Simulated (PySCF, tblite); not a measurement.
# C₃H₇FGeN radical: geometry, infrared bands and EPR parameters

What infrared bands and EPR parameters should C₃H₇FGeN radical (`C=[C](CF)[GeH2][NH]`) show?

Computed with tblite 0.8.0 and PySCF 2.14.0, with density-fitted response routines of our own, on a single molecule in the gas phase. Atoms are numbered from 0 throughout.

## 1. Starting geometry

13 atoms, charge 0, multiplicity 2; geometry from: force field or distance geometry start.

Bonds of the start (Å): C0–C1 1.33, C1–C2 1.48, C2–F3 1.36, C1–Ge4 1.92, Ge4–N5 1.86, C0–H6 1.08, C0–H7 1.09, C2–H8 1.12, C2–H9 1.11, Ge4–H10 1.57, Ge4–H11 1.55, N5–H12 1.04.

## 2. Geometry optimisation with GFN2-xTB

Job settings and geometry (Å):

```
{"job": {"kind": "relax", "xc": "GFN2-xTB", "basis": "xTB"}, "charge": 0, "multiplicity": 2}
C     -0.703600     1.306800     0.779500
C     -0.413900     0.264800    -0.002200
C     -1.503600    -0.683700    -0.341000
F     -1.149900    -1.910600     0.138800
Ge     1.396100     0.007600    -0.599100
N      2.541500    -0.423600     0.798800
H      0.030300     2.037300     1.074700
H     -1.721100     1.469700     1.139300
H     -2.410800    -0.333300     0.215700
H     -1.702500    -0.688200    -1.433100
H      1.884200     1.394800    -1.152800
H      1.400300    -1.039600    -1.739600
H      2.348800    -1.401500     1.103200
```

The run is started by

```console
$ OMP_NUM_THREADS=1 python probes_run.py task.json out
```

One launch serves the whole session: the jobs run in the order shown.

**Question.** This job is followed by: GFN2-xTB harmonic vibrations, gas phase; UKS B3LYP, def2-TZVP-core on Ge, pcH-1 on C F H N, non-relativistic, mean-field spin-orbit, GIAO. What will the session give for the following? strongest single infrared mode (GFN2-xTB); zero-point energy (GFN2-xTB); g(iso) (B3LYP); ⟨S²⟩; largest a(iso) (averaged by class); potential on the surface of density 0.002 e/bohr³, 1st and 99th percentile.

The runs gave:

| quantity | value |
| --- | --- |
| strongest single infrared mode (GFN2-xTB) | 1980 cm⁻¹, 359 km/mol |
| zero-point energy (GFN2-xTB) | 54.1 kcal/mol |
| g(iso) (B3LYP) | 2.00480 |
| ⟨S²⟩ | 0.754 (exact 0.75) |
| largest a(iso) (averaged by class) | 13C on C1, 58.6 MHz |
| potential on the surface of density 0.002 e/bohr³, 1st and 99th percentile | -1.64 V and 1.40 V |

In words: Relaxing lowered the energy by 0.442 eV in 134 steps; the close pair that moved most is Ge4–N5, from 1.858 to 1.747 Å. No mode is imaginary among the 33: a minimum at this level. The strongest single mode, at 1980 cm⁻¹, moves mainly H10. GFN2-xTB is a fitted tight-binding method: band positions and strengths are rough. Its intensities can rank the bands wrongly. Most of the unpaired spin sits on N5 (0.95 e). The isotropic g lies 2.5 ppt above the free-electron value. The hyperfine terms hold no scalar relativity, which the heavier nuclei need. These values are for one conformer; the search (at its own cheap level) found 1 more, at 0.45 kcal/mol, and measured spectra average over such forms.
